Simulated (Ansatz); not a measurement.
# Li (diamond type): how the settings move a single-point run

How sensitive is a single-point run of Li (diamond type) to its settings? A reference run comes first, then one run with altered input.

Method: reference: DFT, r2SCAN, PAW with Ansatz's default frozen-core files, scalar-relativistic, in Ansatz 0.2.0.

1 further run of the same task is left out (it didn't finish).

## 1. The system as given

The structure is trigonal, space group R-3m (No. 166). The conventional cell has a = 4.148 Å, b = 4.148 Å, c = 10.161 Å, α = 90.00°, β = 90.00°, γ = 120.00°. Li (site symmetry 3m) is surrounded by 1 Li at 1.47 Å.

As a file:

```cif
data_structure
_symmetry_space_group_name_H-M 'R-3m:H'
_symmetry_Int_Tables_number 166
_cell_length_a 4.1483
_cell_length_b 4.1483
_cell_length_c 10.1612
_cell_angle_alpha 90.000
_cell_angle_beta 90.000
_cell_angle_gamma 120.000
_cell_volume 151.43
loop_
_atom_site_label
_atom_site_type_symbol
_atom_site_symmetry_multiplicity
_atom_site_Wyckoff_symbol
_atom_site_fract_x
_atom_site_fract_y
_atom_site_fract_z
_atom_site_occupancy
Li1 Li 6 c 0.00000 0.00000 0.57250 1
```

## 2. The reference run

input.yaml reads:

```yaml
crystal:
  lattice:
    - [0.0, 2.9332963867, 2.9332963867]
    - [2.9332963867, 0.0, 2.9332963867]
    - [2.9332963867, 2.9332963867, 0.0]
  atoms:
    - { symbol: Li, position: [-0.2825, -0.0725, -0.0725] }
    - { symbol: Li, position: [0.2825, 0.0725, 0.0725] }
kpoints:
  mp_grid: { grid: [9, 9, 9] }
scf:
  occupations: { method: fermi_dirac, width: 0.05 }
hamiltonian:
  xc: r2scan
  pseudopotentials: { kind: paw, partial_waves: polarizable }
output:
  forces: true
  stress: true
  eigenvalues: true
  write_density: true
  write_potential: true
  elf: true
  volumetric_format: npy
```

Launch:

```
ansatz run input.yaml --threads 1 --pin off --max-ram 2048MiB --backend cpu --events-out ev --progress --plain --runs-dir out
```

## 3. Changing settings: mixing.algorithm msr1, mixing.beta 0.3

Changes to input.yaml since step 2:

```diff
@@ -12,2 +12,3 @@
   occupations: { method: fermi_dirac, width: 0.05 }
+  mixing: { algorithm: msr1, beta: 0.3 }
 hamiltonian:
@@ -19,5 +20 @@
   eigenvalues: true
-  write_density: true
-  write_potential: true
-  elf: true
-  volumetric_format: npy
```

Q: Predict the outcome of this session. Wanted: for each run, ending; energy change; pressure; gap; force.

**Answer**, as computed:

```
                                      run     ending  energy change  pressure (GPa)  gap (eV)  force (eV/Å)  cycles   time
                                reference  converged              0             1.1      0.00          4.53       6  6.5 s
1: mixing.algorithm msr1, mixing.beta 0.3  converged   0.0 meV/atom             1.1      0.00          4.53       7    5 s
```

Times don't compare one to one where runs were asked for different outputs or read a saved state (see the inputs); cycles may leave out searches for a lower state.

Residual by cycle in the longest SCF loop of each run; runs are numbered as in the table. The quantity is the density residual dr2, in eV.

```
cycle  reference    run 1
    1     0.0264   0.0264
    2     0.0146   0.0186
    3    0.00117  0.00296
    4     1.7e-5   1.4e-4
    5     5.6e-7   9.0e-6
    6     3.2e-8   9.6e-7
    7          -   2.9e-8
```

**Reading.** Same state: the changed mixing leaves the energy within 0.5 meV/atom.
